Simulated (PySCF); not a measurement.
# One shape, several levels: BSiH4O2F (SMILES OB(F)O[SiH3])

Aim: a comparison of 5 runs (HF/STO-3G, B3LYP/6-31G*, M06-2X/aug-cc-pVDZ, PBE0/aug-cc-pVDZ, MP2/6-311G**) of BSiH4O2F. The job is set up through a Python script.

Program for the calculation: PySCF 2.14.0.

**1. The structure to begin with**

BSiH4O2F has 9 atoms, charge 0, and is taken as a singlet. SMILES: `OB(F)O[SiH3]`. The coordinates come from a PBE0-D4/def2-TZVP relaxation. This is one conformer, not always the lowest.

Bond lengths: O1–B2 1.359 Å, B2–F3 1.334 Å, B2–O4 1.348 Å, O4–Si5 1.655 Å, O1–H6 0.960 Å, Si5–H7 1.480 Å, Si5–H8 1.484 Å, Si5–H9 1.484 Å. Some angles: O1–B2–F3 120.0°, O1–B2–O4 121.1°, F3–B2–O4 118.9°, B2–O4–Si5 131.9°, B2–O1–H6 113.4°, O4–Si5–H7 106.4°, O4–Si5–H8 110.2°, O4–Si5–H9 110.2°, H7–Si5–H8 110.1°, H7–Si5–H9 110.1°.

**2. Energy and forces at HF/STO-3G (run 1)**

File job.py:

```python
from pyscf import gto, scf

mol = gto.M(
    atom='''
O       -1.614100       0.556700       0.394000
B       -0.395400       1.157100       0.352700
F       -0.277300       2.450800       0.657900
O        0.708900       0.466900       0.006200
Si       0.934200      -1.114900      -0.425000
H       -2.322500       1.149900       0.654100
H        2.381900      -1.273900      -0.690900
H        0.154500      -1.427600      -1.647800
H        0.518200      -2.011000       0.681800
''',
    verbose=4,
    charge=0,
    basis='sto-3g',
    max_memory=1860,
)

mf = scf.RHF(mol)
mf.conv_tol = 1e-10
mf.kernel()
if not mf.converged:
    mf = mf.newton().run(mf.mo_coeff, mf.mo_occ)

e_final = mf.e_tot
print('E(%s) = %.9f' % ('HF', e_final))
grad = mf.nuc_grad_method().kernel()
mf.analyze()
```

The run is started by

```console
$ OMP_NUM_THREADS=1 python job.py
```

What it wrote:

```text
PySCF version 2.14.0

[... 79 lines left out ...]
One-electron Energy =                -1220.871181896414328
[... 5 lines left out ...]
MO #1   energy= -68.0238846963773  occ= 2
[... 3 lines left out ...]
MO #5   energy= -7.46966306787005  occ= 2
[... 3 lines left out ...]
MO #9   energy= -4.02629692128526  occ= 2
[... 3 lines left out ...]
MO #13  energy= -0.714156004469008 occ= 2
[... 3 lines left out ...]
MO #17  energy= -0.536765314841384 occ= 2
[... 3 lines left out ...]
MO #21  energy= -0.415392441187848 occ= 2
[... 3 lines left out ...]
MO #25  energy= 0.389367896920245  occ= 0
[... 3 lines left out ...]
MO #29  energy= 0.567061055465205  occ= 0
[... 3 lines left out ...]
MO #33  energy= 0.951294141978941  occ= 0
[... 6 lines left out ...]
pop of  0 O 2pz           1.77529
pop of  1 B 1s            1.99962
pop of  1 B 2s            0.79278
pop of  1 B 2px           0.71406
pop of  1 B 2py           0.67250
pop of  1 B 2pz           0.55518
pop of  2 F 1s            1.99994
pop of  2 F 2s            1.83032
pop of  2 F 2px           1.92926
pop of  2 F 2py           1.54501
pop of  2 F 2pz           1.83534
pop of  3 O 1s            1.99988
pop of  3 O 2s            1.59712
pop of  3 O 2px           1.61297
pop of  3 O 2py           1.41652
pop of  3 O 2pz           1.71368
pop of  4 Si 1s           2.00000
pop of  4 Si 2s           1.99985
pop of  4 Si 3s           1.07225
pop of  4 Si 2px          1.99898
pop of  4 Si 2py          1.99921
pop of  4 Si 2pz          1.99900
pop of  4 Si 3px          0.79412
pop of  4 Si 3py          0.60634
pop of  4 Si 3pz          0.78693
pop of  5 H 1s            0.84520
pop of  6 H 1s            1.14431
pop of  7 H 1s            1.14628
pop of  8 H 1s            1.14626
 ** Mulliken atomic charges  **
charge of    0O =     -0.24710
charge of    1B =      0.26587
charge of    2F =     -0.13987
charge of    3O =     -0.34017
charge of    4Si =      0.74332
charge of    5H =      0.15480
charge of    6H =     -0.14431
charge of    7H =     -0.14628
charge of    8H =     -0.14626
Dipole moment(X, Y, Z, Debye): -0.70459, -0.74322, -0.07439
```

Wall time 1.8 s (1 thread of Intel Xeon at 2.70GHz, shared host); peak memory 0.12 GiB.

**3. Energy and forces at B3LYP/6-31G(d) (Cartesian functions) (run 2)**

File calc.py:

```python
# OB(F)O[SiH3]
import pyscf.grad
from pyscf import gto, dft

mol = gto.Mole()
mol.atom = '''
O       -1.614100       0.556700       0.394000
B       -0.395400       1.157100       0.352700
F       -0.277300       2.450800       0.657900
O        0.708900       0.466900       0.006200
Si       0.934200      -1.114900      -0.425000
H       -2.322500       1.149900       0.654100
H        2.381900      -1.273900      -0.690900
H        0.154500      -1.427600      -1.647800
H        0.518200      -2.011000       0.681800
'''
mol.verbose = 3
mol.basis = '6-31g*'
mol.charge = 0
mol.spin = 0
mol.cart = True
mol.max_memory = 1860
mol.build()

myscf = dft.RKS(mol)
myscf.xc = 'b3lyp'
myscf.conv_tol = 1e-10
myscf.grids.level = 5
myscf.kernel()
if not myscf.converged:
    myscf = myscf.newton().run(myscf.mo_coeff, myscf.mo_occ)

e_tot = myscf.e_tot
print('E(%s) = %.9f' % ('B3LYP', e_tot))
grad = myscf.Gradients().kernel()
myscf.analyze()
```

The run is started by

```console
$ OMP_NUM_THREADS=1 python calc.py
```

What it wrote:

```text
converged SCF energy = -567.235453973254
[... 16 lines left out ...]
MO #7   energy= -3.66640867909445  occ= 2
[... 7 lines left out ...]
MO #15  energy= -0.525089218010077 occ= 2
[... 7 lines left out ...]
MO #23  energy= -0.329017584489581 occ= 2
[... 7 lines left out ...]
MO #31  energy= 0.168974884568986  occ= 0
[... 7 lines left out ...]
MO #39  energy= 0.48980314319699   occ= 0
[... 7 lines left out ...]
MO #47  energy= 0.846096670548682  occ= 0
[... 7 lines left out ...]
MO #55  energy= 1.17441342402856   occ= 0
[... 7 lines left out ...]
MO #63  energy= 1.55397306197339   occ= 0
[... 7 lines left out ...]
MO #71  energy= 1.88760781796559   occ= 0
[... 7 lines left out ...]
MO #79  energy= 2.72580911444836   occ= 0
[... 7 lines left out ...]
MO #87  energy= 4.68051242389984   occ= 0
[... 10 lines left out ...]
Dipole moment(X, Y, Z, Debye): -1.29145, -0.40332,  0.10292
```

It took 29 s on 1 thread of Intel Xeon at 2.70GHz, shared host; peak memory 0.85 GiB.

Run 3 isn't shown in full; the table further down has it.

**4. Energy and gradient at PBE0/aug-cc-pVDZ (run 4)**

File job.py:

```python
from pyscf import gto, dft

molecule = gto.M(
    atom='''
O     -3.050207     1.052011     0.744552
B     -0.747198     2.186602     0.666506
F     -0.524021     4.631341     1.243251
O      1.339627     0.882313     0.011716
Si     1.765382    -2.106856    -0.803134
H     -4.388889     2.172996     1.236070
H      4.501139    -2.407322    -1.305612
H      0.291963    -2.697773    -3.113891
H      0.979256    -3.800239     1.288415
''',
    max_memory=1860,
    unit='bohr',
    verbose=4,
    spin=0,
    basis='aug-cc-pvdz',
)

mf = dft.RKS(molecule)
mf.xc = 'pbe0'
mf.conv_tol = 1e-10
mf.grids.level = 5
mf.kernel()
if not mf.converged:
    mf = mf.newton().run(mf.mo_coeff, mf.mo_occ)

e_tot = mf.e_tot
print('Final energy', e_tot)
grad = mf.nuc_grad_method().kernel()
mf.analyze()
```

The run is started by

```console
$ OMP_NUM_THREADS=1 python job.py
```

What it wrote:

```text
PySCF version 2.14.0

[... 99 lines left out ...]
MO #1   energy= -66.3029593134659  occ= 2
[... 13 lines left out ...]
MO #15  energy= -0.560324348096114 occ= 2
[... 13 lines left out ...]
MO #29  energy= 0.0330927554502905 occ= 0
[... 13 lines left out ...]
MO #43  energy= 0.152553499068607  occ= 0
[... 13 lines left out ...]
MO #57  energy= 0.290806414007631  occ= 0
[... 13 lines left out ...]
MO #71  energy= 0.443211833947819  occ= 0
[... 13 lines left out ...]
MO #85  energy= 0.648850842106105  occ= 0
[... 13 lines left out ...]
MO #99  energy= 1.05820163019351   occ= 0
[... 13 lines left out ...]
MO #113 energy= 1.46704576214026   occ= 0
[... 13 lines left out ...]
MO #127 energy= 1.92034317927026   occ= 0
[... 13 lines left out ...]
MO #141 energy= 3.28380190899557   occ= 0
[... 13 lines left out ...]
MO #155 energy= 4.74445256503017   occ= 0
[... 128 lines left out ...]
pop of  5 H 3py           0.00095
pop of  5 H 3pz           0.00037
pop of  6 H 1s            1.08115
pop of  6 H 2s            0.00406
pop of  6 H 3s            0.00052
pop of  6 H 2px           0.00287
pop of  6 H 2py           0.00049
pop of  6 H 2pz           0.00034
pop of  6 H 3px           0.00084
pop of  6 H 3py           0.00082
pop of  6 H 3pz           0.00069
pop of  7 H 1s            1.09023
pop of  7 H 2s            0.00402
pop of  7 H 3s            0.00053
pop of  7 H 2px           0.00120
pop of  7 H 2py           0.00051
pop of  7 H 2pz           0.00204
pop of  7 H 3px           0.00067
pop of  7 H 3py           0.00058
pop of  7 H 3pz           0.00089
pop of  8 H 1s            1.09022
pop of  8 H 2s            0.00402
pop of  8 H 3s            0.00053
pop of  8 H 2px           0.00060
pop of  8 H 2py           0.00124
pop of  8 H 2pz           0.00191
pop of  8 H 3px           0.00064
pop of  8 H 3py           0.00081
pop of  8 H 3pz           0.00068
 ** Mulliken atomic charges  **
charge of    0O =     -0.53314
charge of    1B =      0.66807
charge of    2F =     -0.32806
charge of    3O =     -0.61346
charge of    4Si =      0.74059
charge of    5H =      0.35908
charge of    6H =     -0.09178
charge of    7H =     -0.10066
charge of    8H =     -0.10065
Dipole moment(X, Y, Z, Debye): -1.12319, -0.58790,  0.03017
```

Run time: 94 s. Hardware: 1 thread of Intel Xeon at 2.70GHz, shared host; peak memory 1.9 GiB.

**5. Energy and gradient at MP2/6-311G(d,p) (run 5)**

File calc.py:

```python
import pyscf.grad
from pyscf import gto, mp

mol = gto.M(
    atom=[
    ('O', (-1.614100, 0.556700, 0.394000)),
    ('B', (-0.395400, 1.157100, 0.352700)),
    ('F', (-0.277300, 2.450800, 0.657900)),
    ('O', (0.708900, 0.466900, 0.006200)),
    ('Si', (0.934200, -1.114900, -0.425000)),
    ('H', (-2.322500, 1.149900, 0.654100)),
    ('H', (2.381900, -1.273900, -0.690900)),
    ('H', (0.154500, -1.427600, -1.647800)),
    ('H', (0.518200, -2.011000, 0.681800)),
],
    verbose=4,
    spin=0,
    charge=0,
    max_memory=1860,
    basis='6-311g**',
)

hf = mol.RHF()
hf.conv_tol = 1e-10
hf.kernel()
if not hf.converged:
    hf = hf.newton().run(hf.mo_coeff, hf.mo_occ)

pt = mp.MP2(hf, frozen=9).run()
etot = pt.e_tot
print('Final energy', etot)
grad = pt.Gradients().kernel()
hf.analyze()
```

The run is started by

```console
$ OMP_NUM_THREADS=1 python calc.py
```

What it wrote:

```text
PySCF version 2.14.0

[... 92 lines left out ...]
MO #1   energy= -68.8097359641747  occ= 2
[... 10 lines left out ...]
MO #12  energy= -1.35832988918903  occ= 2
[... 10 lines left out ...]
MO #23  energy= -0.474836974937423 occ= 2
[... 10 lines left out ...]
MO #34  energy= 0.355892524138956  occ= 0
[... 10 lines left out ...]
MO #45  energy= 0.748190815615198  occ= 0
[... 10 lines left out ...]
MO #56  energy= 1.18111283522931   occ= 0
[... 10 lines left out ...]
MO #67  energy= 1.52850851828815   occ= 0
[... 10 lines left out ...]
MO #78  energy= 2.03011038004769   occ= 0
[... 10 lines left out ...]
MO #89  energy= 2.95048476043725   occ= 0
[... 10 lines left out ...]
MO #100 energy= 4.24754224670767   occ= 0
[... 10 lines left out ...]
MO #111 energy= 6.16355845274116   occ= 0
[... 10 lines left out ...]
MO #122 energy= 143.916545438213   occ= 0
[... 95 lines left out ...]
pop of  4 Si 3dxy         0.00645
pop of  4 Si 3dyz         0.01257
pop of  4 Si 3dz^2        0.00769
pop of  4 Si 3dxz         0.00784
pop of  4 Si 3dx2-y2      0.01377
pop of  5 H 1s            0.62031
pop of  5 H 2s            0.00954
pop of  5 H 3s            0.00604
pop of  5 H 2px           0.00178
pop of  5 H 2py           0.00118
pop of  5 H 2pz           0.00158
pop of  6 H 1s            1.12793
pop of  6 H 2s            0.00327
pop of  6 H 3s            0.00112
pop of  6 H 2px           0.00561
pop of  6 H 2py           0.00011
pop of  6 H 2pz           0.00024
pop of  7 H 1s            1.13636
pop of  7 H 2s            0.00324
pop of  7 H 3s            0.00138
pop of  7 H 2px           0.00178
pop of  7 H 2py           0.00029
pop of  7 H 2pz           0.00402
pop of  8 H 1s            1.13635
pop of  8 H 2s            0.00324
pop of  8 H 3s            0.00138
pop of  8 H 2px           0.00059
pop of  8 H 2py           0.00204
pop of  8 H 2pz           0.00346
 ** Mulliken atomic charges  **
charge of    0O =     -0.57639
charge of    1B =      0.79239
charge of    2F =     -0.36534
charge of    3O =     -0.69768
charge of    4Si =      0.91985
charge of    5H =      0.35956
charge of    6H =     -0.13828
charge of    7H =     -0.14706
charge of    8H =     -0.14705
Dipole moment(X, Y, Z, Debye): -1.33312, -0.68822,  0.03831
```

Wall time 32 s (1 thread of Intel Xeon at 2.70GHz, shared host); peak memory 1.6 GiB.

**6. All runs side by side**

```csv
run,level,Cartesian functions,integration grid,energy (Eh),dipole moment (D) of the reference,HOMO energy (eV),LUMO energy (eV),wall time
1,HF/STO-3G,no,–,-558.220686,1.03,-9.45,10.60,1.8 s
2,B3LYP/6-31G* (Cartesian functions),yes,5,-567.235454,1.36,-8.73,0.33,29 s
3,M06-2X/aug-cc-pVDZ,no,5,-567.156291,1.27,-10.55,-0.29,1.9 min
4,PBE0/aug-cc-pVDZ,no,5,-566.854107,1.27,-9.21,-0.43,94 s
5,MP2/6-311G**,no,–,-566.193866,1.50,-12.78,3.10,32 s
```

**7. Summary of results**

| quantity | value |
| --- | --- |
| run 5: total energy | -566.19387 Eh |
| run 5: dipole moment (Hartree–Fock density) | 1.50 D |
| run 5: HOMO energy (Hartree–Fock orbitals) | -12.78 eV |
| run 5: LUMO energy (Hartree–Fock orbitals) | 3.10 eV |
| run 5: HOMO–LUMO gap (Hartree–Fock orbitals) | 15.88 eV |
| run 5: correlation energy (9 core orbitals frozen) | -782.0 mEh |
| run 5: largest force on an atom | 0.516 eV/Å |

Over runs 1, 2, 3, 4 the dipole moment (its size) runs from 1.03 D (HF/STO-3G) to 1.36 D (B3LYP/6-31G*). The two ends differ in method and basis. Over runs 1, 2, 3, 4 the HOMO–LUMO gap runs from 8.78 eV (PBE0/aug-cc-pVDZ) to 20.05 eV (HF/STO-3G). Totals of different functionals can't be ranked against each other. In run 1 the basis is minimal, so the values are rough. All runs together took 4.5 min, the longest 1.9 min.
